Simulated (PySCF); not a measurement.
# [SnH5]− (SMILES [H][Sn-]([H])([H])([H])[H]) at MP2/STO-3G

What is the vertical singlet–triplet gap of [SnH5]− at MP2/STO-3G? 

The results are computed with PySCF 2.14.0.

5 further runs of the same task are left out: 5 set aside as unsound or not needed.

### Step 1. The structure to begin with

The species is [SnH5]− (6 atoms), meant as a singlet with charge -1. As SMILES, `[H][Sn-]([H])([H])([H])[H]`. The shape comes from GFN2-xTB, which is rough for such elements, and wasn't checked as a minimum.

Bond lengths: Sn1–H2 1.885 Å, Sn1–H3 1.889 Å, Sn1–H4 1.782 Å, Sn1–H5 1.783 Å, Sn1–H6 1.782 Å. Angles: H2–Sn1–H3 179.8°, H2–Sn1–H4 90.0°, H2–Sn1–H5 89.9°, H2–Sn1–H6 90.0°, H3–Sn1–H4 90.0°, H3–Sn1–H5 89.9°, H3–Sn1–H6 90.2°, H4–Sn1–H5 120.0°, H4–Sn1–H6 120.0°, H5–Sn1–H6 119.9°.

### Step 2. The energy at MP2/STO-3G

File run.py:

```python
from pyscf import gto, mp

mol = gto.Mole()
mol.atom = '''
Sn     0.000850    -0.002665     0.000794
H     -0.037927    -0.011886     3.563627
H      0.038267     0.020258    -3.567860
H      3.368966     0.020371     0.035640
H     -1.705421     2.902563    -0.006463
H     -1.664754    -2.928622    -0.025738
'''
mol.max_memory = 1860
mol.charge = -1
mol.verbose = 3
mol.unit = 'bohr'
mol.basis = 'sto-3g'
mol.build()

mf = mol.RHF()
mf.conv_tol = 1e-10
mf.kernel()
if not mf.converged:
    mf = mf.newton().run(mf.mo_coeff, mf.mo_occ)

pt = mp.MP2(mf, frozen=18).run()
etot = pt.e_tot
print('E(%s) = %.9f' % ('MP2', etot))
```

Launch:

```
OMP_NUM_THREADS=1 python run.py
```

The program printed:

```text
converged SCF energy = -5965.93547276974
E(RMP2) = -5965.98539842892  E_corr = -0.0499256591862726
E(SCS-RMP2) = -5965.9950267703  E_corr = -0.0595540005682382
E(MP2) = -5965.985398429
```

It took 0.77 s on 1 thread of Intel Xeon Platinum 8375C at 2.90GHz (Ice Lake), shared host; peak memory 0.12 GiB.

### Step 3. The triplet

File calc.py:

```python
from pyscf import gto, scf, mp

mol = gto.M(
    atom='''
Sn     0.000850    -0.002665     0.000794
H     -0.037927    -0.011886     3.563627
H      0.038267     0.020258    -3.567860
H      3.368966     0.020371     0.035640
H     -1.705421     2.902563    -0.006463
H     -1.664754    -2.928622    -0.025738
''',
    charge=-1,
    max_memory=1860,
    basis='sto-3g',
    spin=2,
    unit='bohr',
    verbose=3,
)

mf = scf.UHF(mol)
mf.conv_tol = 1e-10
mf.kernel()
if not mf.converged:
    mf = mf.newton().run(mf.mo_coeff, mf.mo_occ)

pt = mp.MP2(mf, frozen=18).run()
e_tot = pt.e_tot
print('Final energy', e_tot)
```

Launch:

```
OMP_NUM_THREADS=1 python calc.py
```

The program printed:

```text
WARN: HOMO 0.0324402854556017 >= LUMO -0.377850992232099

WARN: HOMO 0.443762509540821 >= LUMO 0.371930048068968

WARN: HOMO 0.412135380949062 >= LUMO 0.37641436586166

WARN: HOMO 0.405856533532166 >= LUMO 0.398236465574654

WARN: HOMO 0.405518370223912 >= LUMO 0.400513763313353

WARN: HOMO 0.405002619512718 >= LUMO 0.400495975650751

WARN: HOMO 0.404958686625976 >= LUMO 0.400500311002696

WARN: HOMO 0.404715216927676 >= LUMO 0.400619283963494

WARN: HOMO 0.404958483282521 >= LUMO 0.400520341833807

WARN: HOMO 0.405008340547164 >= LUMO 0.400490646394774

WARN: HOMO 0.405093521965326 >= LUMO 0.400446417312168

WARN: HOMO 0.404995349615825 >= LUMO 0.400488808500632

WARN: HOMO 0.405031778535698 >= LUMO 0.400476797892901

WARN: HOMO 0.405034322862958 >= LUMO 0.400473217958618

WARN: HOMO 0.405031192549526 >= LUMO 0.400475020228676

WARN: HOMO 0.405031539125365 >= LUMO 0.40047470601564

WARN: HOMO 0.405031491977834 >= LUMO 0.400474628892494

WARN: HOMO 0.405031416640043 >= LUMO 0.400474758302093

WARN: HOMO 0.405031431138889 >= LUMO 0.400474774795919

converged SCF energy = -5965.60784809692  <S^2> = 2.1698014  2S+1 = 3.1111422
E(UMP2) = -5965.65818320552  E_corr = -0.050335108599666
E(SCS-UMP2) = -5965.66758372871  E_corr = -0.059735631789378
Final energy -5965.658183205519
```

Run time: 0.93 s. Hardware: 1 thread of Intel Xeon Platinum 8375C at 2.90GHz (Ice Lake), shared host; peak memory 0.12 GiB.

### Step 4. Outcome

At MP2/STO-3G, 18 core orbitals frozen:

| quantity | value |
| --- | --- |
| singlet: total energy | -5965.98540 Eh |
| singlet: HOMO energy (Hartree–Fock orbitals) | 1.53 eV |
| singlet: LUMO energy (Hartree–Fock orbitals) | 19.43 eV |
| singlet: HOMO–LUMO gap (to an unbound level, set by the basis) | 17.91 eV |
| singlet: correlation energy (18 core orbitals frozen) | -49.9 mEh |
| triplet: total energy | -5965.65818 Eh |
| triplet: HOMO energy (Hartree–Fock orbitals) (highest over α and β) | 11.02 eV |
| triplet: correlation energy (18 core orbitals frozen) | -50.3 mEh |
| triplet: ⟨S²⟩ of the reference determinant | 2.170 |
| vertical energy of the triplet above the singlet | 8.904 eV |

In words: At this shape the triplet lies 8.90 eV (859 kJ/mol) above the singlet. For an anion a state so high probably lies above electron detachment. In a minimal basis such a difference can be off by several eV, whatever the method. The HOMO (singlet) lies at positive energy, 1.53 eV: the electron is unbound at this level or held by a compact basis; values depend on the basis. Relativity is left out (singlet) although the molecule holds a heavy atom. ⟨S²⟩ (triplet) is 2.17 where a pure triplet has 2.00: the reference is spin-contaminated. The HOMO (triplet) lies at positive energy, 11.02 eV: the electron is unbound at this level or held by a compact basis; values depend on the basis.
